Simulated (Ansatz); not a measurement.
# GaSiH4F (SMILES [F][GaH][SiH3]): PBE-QIDH/def2-SVP

What is the vertical ionisation energy of GaSiH4F at PBE-QIDH/def2-SVP? 

Program for the calculation: Ansatz 0.2.0.

64 further runs of the same task are left out: 64 set aside as unsound or not needed.

## Step 1: The system as given

GaSiH4F: 7 atoms, total charge 0, spin state singlet. As SMILES, `[F][GaH][SiH3]`. The shape is that of a PBE0-D4/def2-TZVP optimisation.

Bond lengths: F1–Ga2 1.766 Å, Ga2–Si3 2.406 Å, Ga2–H4 1.565 Å, Si3–H5 1.487 Å, Si3–H6 1.487 Å, Si3–H7 1.487 Å. Angles: F1–Ga2–Si3 112.7°, F1–Ga2–H4 112.3°, Si3–Ga2–H4 135.0°, Ga2–Si3–H5 109.4°, Ga2–Si3–H6 111.2°, Ga2–Si3–H7 109.6°, H5–Si3–H6 108.8°, H5–Si3–H7 108.9°, H6–Si3–H7 108.9°.

## Step 2: The energy at PBE-QIDH/def2-SVP

molecule.yaml

```yaml
crystal:
  periodic: [false, false, false]
  atoms:
    - {symbol: F, position_ang: [0.231600, -2.152100, 1.342200]}
    - {symbol: Ga, position_ang: [0.019100, -0.400000, 1.279300]}
    - {symbol: Si, position_ang: [-0.029700, 0.450800, -0.970800]}
    - {symbol: H, position_ang: [-0.096900, 0.235400, 2.704700]}
    - {symbol: H, position_ang: [-1.196100, -0.125700, -1.691600]}
    - {symbol: H, position_ang: [-0.144400, 1.933400, -0.983000]}
    - {symbol: H, position_ang: [1.216400, 0.058100, -1.680800]}
basis:
  gaussian:
    orbitals: def2-SVP
correlation:
  frozen_orbitals: {F: 1, Ga: 9, H: 0, Si: 5}
output: {orbitals: {seedname: orbitals}}
accuracy: high
hamiltonian:
  xc: {name: PBE-QIDH}
```

Run with:

```bash
$ ansatz run molecule.yaml --threads 1 --pin off --max-ram 3480MiB --events-out events.jsonl --progress --plain --runs-dir runs
```

The program printed:

```text
Warning: RAYON_NUM_THREADS=1 ignored (pool sized by the plan → 1); use --threads N
Functional definition: PBE-QIDH
  name "PBE-QIDH"
  parameter a = 3^(-1/3)
  parameter c = 1/3
  exchange = (1 - a)*pbe_x + a*exact_x
  correlation = (1 - c)*pbe_c + c*(mp2_os + mp2_ss)
1714 factors; integrals over basis functions are off by at most 6.6e-9 eV
mean field evaluation 1: about -62994.0188 eV, gradient 3.3e1 eV
mean field evaluation 2: about -62994.0470 eV, gradient 3.3e1 eV
mean field evaluation 4: about -62996.1465 eV, gradient 1.3e0 eV
mean field evaluation 8: about -62996.1602 eV, gradient 2.7e-2 eV
mean field evaluation 16: about -62996.1602 eV, gradient 8.9e-6 eV
mean field -62996.16020642 eV, -2315.0661872549 hartree, gradient 2.4e-8 eV, S^2 0.000000; 0 other end points of the search recorded, 0 dependent functions left out
15 core orbitals not correlated: weight in the atoms' cores, before any rotation towards them, 1.000 or more for the frozen orbitals, at most 0.000 for the correlated occupied ones
reference -62996.16020760 eV, -2315.0661872984 hartree; 14, 14 occupied and 55, 55 virtual orbitals, 1714 factors
second order -15.50401569 eV of doubles, -0.00000000 eV of singles
Total energy: -63001.32821284 eV, -2315.2561079877 hartree
```

It took 10 s on 1 thread of Arm Neoverse V1, shared host; peak memory 0.27 GiB.

## Step 3: The doublet cation, same level

in.yaml

```yaml
crystal:
  periodic: [false, false, false]
  atoms:
    - {symbol: F, position_ang: [0.231600, -2.152100, 1.342200]}
    - {symbol: Ga, position_ang: [0.019100, -0.400000, 1.279300]}
    - {symbol: Si, position_ang: [-0.029700, 0.450800, -0.970800]}
    - {symbol: H, position_ang: [-0.096900, 0.235400, 2.704700]}
    - {symbol: H, position_ang: [-1.196100, -0.125700, -1.691600]}
    - {symbol: H, position_ang: [-0.144400, 1.933400, -0.983000]}
    - {symbol: H, position_ang: [1.216400, 0.058100, -1.680800]}
basis:
  gaussian: {orbitals: def2-SVP}
hamiltonian: {xc: {name: PBE-QIDH}}
magnetization: {spin_polarized: true, initial_magnetization: 1}
correlation: {frozen_orbitals: {F: 1, Ga: 9, H: 0, Si: 5}}
accuracy: high
total_charge: 1
output: {orbitals: {seedname: orbitals}}
```

Run with:

```bash
$ ansatz run in.yaml --threads 1 --pin off --max-ram 3480MiB --events-out events.jsonl --progress --plain --runs-dir runs
```

The program printed (excerpt; [...] marks lines left out):

```text
Warning: RAYON_NUM_THREADS=1 ignored (pool sized by the plan → 1); use --threads N
[... 2 set-up lines as earlier in the session ...]
[...]
1714 factors; integrals over basis functions are off by at most 6.6e-9 eV
[...]
mean field -62985.88162896 eV, -2314.6884565005 hartree, gradient 4.5e-8 eV, S^2 0.774030; 2 other end points of the search recorded, 0 dependent functions left out
15 core orbitals not correlated: weight in the atoms' cores, before any rotation towards them, 1.000 or more for the frozen orbitals, at most 0.000 for the correlated occupied ones
reference -62985.88163020 eV, -2314.6884565458 hartree; 14, 13 occupied and 55, 56 virtual orbitals, 1714 factors
second order -15.17971324 eV of doubles, -0.00000000 eV of singles
Total energy: -62990.94153461 eV, -2314.8744046033 hartree
```

Run time: 22 s. Hardware: 1 thread of Arm Neoverse V1, shared host; peak memory 0.54 GiB.

## Step 4: Results

Level: PBE-QIDH/def2-SVP, 15 core orbitals frozen.

| quantity | value |
| --- | --- |
| singlet GaSiH4F: total energy | -2315.25611 Eh |
| singlet GaSiH4F: HOMO energy (SCF part's orbitals) | -9.86 eV |
| singlet GaSiH4F: LUMO energy (SCF part's orbitals) | -0.36 eV |
| singlet GaSiH4F: HOMO–LUMO gap (SCF part's orbitals) | 9.50 eV |
| doublet cation: total energy | -2314.87440 Eh |
| doublet cation: HOMO energy (SCF part's orbitals) (highest over α and β) | -17.58 eV |
| doublet cation: LUMO energy (SCF part's orbitals) (lowest over α and β) | -10.68 eV |
| doublet cation: ⟨S²⟩ | 0.774 |
| vertical ionisation energy (to the doublet cation) | 10.387 eV |

What this shows: The vertical ionisation energy comes to 10.39 eV (240 kcal/mol). The negative HOMO energy of the first species, 9.86 eV, lies 0.53 eV below that difference.
